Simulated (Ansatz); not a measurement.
# Triethylaluminium (C₆H₁₅Al): up Jacob's ladder to CCSD(T)

One table from this session's results is given with a row withheld; the runs are named, their logs left out.

Computed with Ansatz 0.2.0, Gaussian basis. Level: functionals in def2-TZVPP, the program's frozen cores in correlated methods.

Plan: LDA (SPW92), PBE-D4, revPBE-D4, BLYP-D4, r2SCAN-D4, B97M-V, PBE0-D4, B3LYP-D4, r2SCANh-D4, r2SCAN0-D4, HSE06-D4, BHLYP-D4, CAM-B3LYP-D4, LC-ωPBE, ωB97X-V, ωB97M-V, B2PLYP, PBE-QIDH; CCSD(T)/def2-SVP; CCSD(T)/def2-TZVPP; MP2/def2-QZVPP; extrapolation to the limit; RPA on PBE.

1 further run of the same task is left out (it didn't finish). Runs told in other sessions of the task aren't counted.

**The relaxed structure**

The geometry comes from an earlier relaxation with PBE0-D4 in a triple-zeta def2 set; it is a stationary point, not always the lowest conformer.

SMILES `C[CH2][Al]([CH2]C)[CH2]C`, 22 atoms, charge 0, spin multiplicity 1.

Atoms are counted from 1 here; the program's logs count them from 0.

Bond lengths: C1–C2 1.528 Å, C1–H8 1.095 Å, C1–H9 1.094 Å, C1–H10 1.094 Å, C2–Al3 1.968 Å, C2–H11 1.099 Å, C2–H12 1.099 Å, Al3–C4 1.968 Å, Al3–C6 1.968 Å, C4–C5 1.528 Å, C4–H13 1.099 Å, C4–H14 1.099 Å, C5–H15 1.094 Å, C5–H16 1.095 Å, C5–H17 1.094 Å, C6–C7 1.528 Å, C6–H18 1.099 Å, C6–H19 1.099 Å and more. Angles: C2–C1–H8 112.5°, C2–C1–H9 111.7°, C2–C1–H10 111.7°, H8–C1–H9 107.0°, H8–C1–H10 107.1°, H9–C1–H10 106.5°, C1–C2–Al3 116.7°, C1–C2–H11 110.1°, C1–C2–H12 110.1°, Al3–C2–H11 107.7°, Al3–C2–H12 107.6°, H11–C2–H12 103.8°, C2–Al3–C4 120.0°, C2–Al3–C6 120.0°, C4–Al3–C6 120.0°, Al3–C4–C5 116.7°, Al3–C4–H13 107.7°, Al3–C4–H14 107.6° and more.

The first run:

Contents of in.yaml:

```yaml
crystal:
  periodic: [false, false, false]
  atoms:
    - {symbol: C, position_ang: [1.054540, -2.214220, -1.697824]}
    - {symbol: C, position_ang: [1.404020, -0.868545, -1.063675]}
    - {symbol: Al, position_ang: [-0.005535, -0.000585, 0.000143]}
    - {symbol: C, position_ang: [-1.767923, -0.856503, 0.182689]}
    - {symbol: C, position_ang: [-2.807800, -0.114636, 1.021416]}
    - {symbol: C, position_ang: [0.347213, 1.724011, 0.879610]}
    - {symbol: C, position_ang: [1.740072, 2.321965, 0.685246]}
    - {symbol: H, position_ang: [1.884366, -2.633107, -2.276165]}
    - {symbol: H, position_ang: [0.782123, -2.957720, -0.943284]}
    - {symbol: H, position_ang: [0.200329, -2.131751, -2.375957]}
    - {symbol: H, position_ang: [2.291315, -0.971431, -0.423301]}
    - {symbol: H, position_ang: [1.721111, -0.156756, -1.839099]}
    - {symbol: H, position_ang: [-2.157541, -1.036987, -0.829190]}
    - {symbol: H, position_ang: [-1.607768, -1.866386, 0.586162]}
    - {symbol: H, position_ang: [-3.021481, 0.877960, 0.614563]}
    - {symbol: H, position_ang: [-3.760813, -0.650584, 1.077533]}
    - {symbol: H, position_ang: [-2.464327, 0.037504, 2.048681]}
    - {symbol: H, position_ang: [-0.419730, 2.434603, 0.540308]}
    - {symbol: H, position_ang: [0.135222, 1.600982, 1.951215]}
    - {symbol: H, position_ang: [2.521936, 1.654418, 1.058747]}
    - {symbol: H, position_ang: [1.861175, 3.279286, 1.202489]}
    - {symbol: H, position_ang: [1.960193, 2.498282, -0.371608]}
basis:
  gaussian: {orbitals: def2-TZVPP}
hamiltonian: {xc: lda}
output: {orbitals: {seedname: orbitals}}
```

Run with:

```console
$ ansatz run in.yaml --threads 2 --pin off --events-out ev --progress --plain --max-ram 22528MiB --backend cuda --devices 0, --max-vram 18GiB
```

Among the steps run: LDA; PBE-D4 (GGA); revPBE-D4 (GGA); BLYP-D4 (GGA); r2SCAN-D4 (meta-GGA); B97M-V (meta-GGA); PBE0-D4 (hybrid); B3LYP-D4 (hybrid); r2SCANh-D4 (hybrid); r2SCAN0-D4 (hybrid); HSE06-D4 (hybrid); BHLYP-D4 (hybrid); CAM-B3LYP-D4 (range-separated); LC-ωPBE (range-separated); ωB97X-V (range-separated); ωB97M-V (range-separated); B2PLYP (double hybrid); PBE-QIDH (double hybrid).

One of the session's tables, all rows but one given; the rest of the session is left out.

It belongs to the step «Orbital energies across the functionals». 

| functional | HOMO (eV) | gap (eV) |
| --- | --- | --- |
| LDA (SPW92) | -5.78 | 4.36 |
| PBE-D4 | -5.68 | 4.50 |
| revPBE-D4 | -5.63 | 4.59 |
| BLYP-D4 | -5.57 | 4.50 |
| r2SCAN-D4 | -5.92 | 5.08 |
| B97M-V | -6.01 | 4.99 |
| PBE0-D4 | -6.91 | 6.52 |
| B3LYP-D4 | -6.72 | 6.10 |
| r2SCANh-D4 | -6.38 | 5.80 |
| r2SCAN0-D4 | -7.08 | 6.87 |
| HSE06-D4 | -6.51 | 5.76 |
| BHLYP-D4 | -8.09 | 8.45 |
| CAM-B3LYP-D4 | -8.28 | 8.79 |
| LC-ωPBE | ? | ? |
| ωB97X-V | -9.28 | 10.73 |
| ωB97M-V | -9.14 | 10.24 |

Estimate the missing values for LC-ωPBE.

**Answer.** HOMO (eV): -9.62; gap (eV): 11.27. In the column «HOMO (eV)» it is the lowest.
